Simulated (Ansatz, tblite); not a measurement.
# Ge(vinyl)(NHMe)3 (C₅H₁₅GeN₃): a ladder of methods and basis sets

How do method and basis change the picture of Ge(vinyl)(NHMe)3 (C₅H₁₅GeN₃) (singlet)?

Program: Ansatz 0.2.0, Gaussian basis. Level of theory: as each input shows. These are calculated values, not measurements.

Levels to be run: GFN1-xTB, GFN2-xTB, PBE-D4/def2-TZVP, r2SCAN-D4/def2-TZVP, BHLYP-D4/def2-TZVP, HSE06-D4/def2-TZVP, PBE-D4/def2-SVP, PBE0-D4/def2-SVP, HF/6-31G, B3LYP-D4/6-31G, MP2/def2-SVP, RPA/def2-SVP.

2 further runs of the same task are left out: 2 set aside as unsound or not needed. Runs told in other sessions of the task aren't counted.

## 1. The structure

The singlet was relaxed beforehand with r2SCAN-D4/def2-SVP.

24 atoms, charge 0, spin multiplicity 1.

Bond lengths: Ge1–C2 1.940 Å, Ge1–N7 1.838 Å, Ge1–N13 1.833 Å, Ge1–N19 1.833 Å, C2–C3 1.341 Å, C2–H4 1.099 Å, C3–H5 1.097 Å, C3–H6 1.097 Å, N7–C8 1.451 Å, N7–H9 1.018 Å, C8–H10 1.105 Å, C8–H11 1.102 Å, C8–H12 1.111 Å, N13–C14 1.451 Å, N13–H15 1.018 Å, C14–H16 1.105 Å, C14–H17 1.102 Å, C14–H18 1.110 Å and more. Angles: C2–Ge1–N7 107.4°, C2–Ge1–N13 119.7°, C2–Ge1–N19 105.8°, N7–Ge1–N13 100.8°, N7–Ge1–N19 120.5°, N13–Ge1–N19 103.5°, Ge1–C2–C3 121.9°, Ge1–C2–H4 119.0°, C3–C2–H4 119.1°, C2–C3–H5 121.0°, C2–C3–H6 122.3°, H5–C3–H6 116.7°, Ge1–N7–C8 121.5°, Ge1–N7–H9 112.2°, C8–N7–H9 112.4°, N7–C8–H10 111.1°, N7–C8–H11 109.7°, N7–C8–H12 114.9° and more.

PBE0-D4/def2-TZVP was run before; its log isn't repeated, and its numbers join the tables.

## 2. GFN1-xTB

Tight binding, by tblite at 300 K electronic temperature and without a spin-polarisation term:

```python
tblite.interface.Calculator('GFN1-xTB', numbers, positions, charge=0, uhf=0).singlepoint()
```

Energy -812.1533 eV, HOMO -9.98 eV, LUMO -7.02 eV; 0.014 s.

## 3. GFN2-xTB

Tight binding, by tblite at 300 K electronic temperature and without a spin-polarisation term:

```python
tblite.interface.Calculator('GFN2-xTB', numbers, positions, charge=0, uhf=0).singlepoint()
```

Energy -788.8239 eV, HOMO -9.34 eV, LUMO -6.13 eV; 0.009 s.

## 4. PBE-D4/def2-TZVP

start.molden holds the orbitals of an earlier run on this state, given as this run's starting guess.

Input file in.yaml:

```yaml
crystal:
  periodic: [false, false, false]
  atoms:
    - {symbol: Ge, position_ang: [-0.033849, 0.108723, 0.154539]}
    - {symbol: C, position_ang: [-0.063566, 0.064721, 2.093628]}
    - {symbol: C, position_ang: [0.907515, 0.623975, 2.830442]}
    - {symbol: H, position_ang: [-0.916425, -0.405088, 2.602931]}
    - {symbol: H, position_ang: [1.770312, 1.107658, 2.355909]}
    - {symbol: H, position_ang: [0.884818, 0.624069, 3.927348]}
    - {symbol: N, position_ang: [1.719453, 0.299682, -0.363891]}
    - {symbol: C, position_ang: [2.718160, -0.703562, -0.047096]}
    - {symbol: H, position_ang: [1.802943, 0.641726, -1.319477]}
    - {symbol: H, position_ang: [3.739333, -0.290792, -0.136040]}
    - {symbol: H, position_ang: [2.598902, -1.027988, 0.999683]}
    - {symbol: H, position_ang: [2.676392, -1.618599, -0.675438]}
    - {symbol: N, position_ang: [-0.810366, 1.511251, -0.734504]}
    - {symbol: C, position_ang: [-2.235542, 1.762515, -0.627249]}
    - {symbol: H, position_ang: [-0.257370, 2.364757, -0.688631]}
    - {symbol: H, position_ang: [-2.600186, 2.352785, -1.487230]}
    - {symbol: H, position_ang: [-2.772202, 0.800491, -0.642248]}
    - {symbol: H, position_ang: [-2.544519, 2.295935, 0.295980]}
    - {symbol: N, position_ang: [-1.014685, -1.339871, -0.393036]}
    - {symbol: C, position_ang: [-1.112697, -1.695745, -1.794907]}
    - {symbol: H, position_ang: [-0.996250, -2.143812, 0.229097]}
    - {symbol: H, position_ang: [-2.043926, -2.252894, -2.004414]}
    - {symbol: H, position_ang: [-1.147801, -0.773347, -2.396988]}
    - {symbol: H, position_ang: [-0.268464, -2.306600, -2.178416]}
basis:
  gaussian: {orbitals: def2-TZVP, initial_orbitals: start.molden}
hamiltonian: {xc: pbe, dispersion: d4}
scf: {omitted_lower_state_checks: [starts]}
output: {orbitals: {seedname: orbitals}}
```

Command:

```sh
$ ansatz run in.yaml --threads 4 --pin off --events-out ev --progress --plain --max-ram 6963MiB
```

The runs that follow: r2SCAN-D4/def2-TZVP; BHLYP-D4/def2-TZVP; HSE06-D4/def2-TZVP; PBE-D4/def2-SVP; PBE0-D4/def2-SVP; HF/6-31G; B3LYP-D4/6-31G; MP2/def2-SVP; RPA/def2-SVP.

Q: Predict the results of all the runs planned. Wanted: gap in def2-TZVP, named functionals, smallest and largest; correlation energy, MP2/def2-SVP; binding an atom, functionals in def2-TZVP; PBE0 total energy, smallest basis above largest.

As calculated:

| quantity | value |
| --- | --- |
| gap in def2-TZVP, named functionals, smallest and largest | 3.43 eV (PBE-D4), 8.14 eV (BHLYP-D4) |
| correlation energy, MP2/def2-SVP | -39.15 eV |
| binding an atom, functionals in def2-TZVP | 3.79 (BHLYP-D4) to 3.98 eV (PBE-D4) |
| PBE0 total energy, smallest basis above largest | 18.06 eV (def2-SVP, def2-TZVP) |

What this shows: Over the named functionals in def2-TZVP the gap runs from 3.43 eV (PBE-D4) to 8.14 eV (BHLYP-D4); exact exchange widens it.
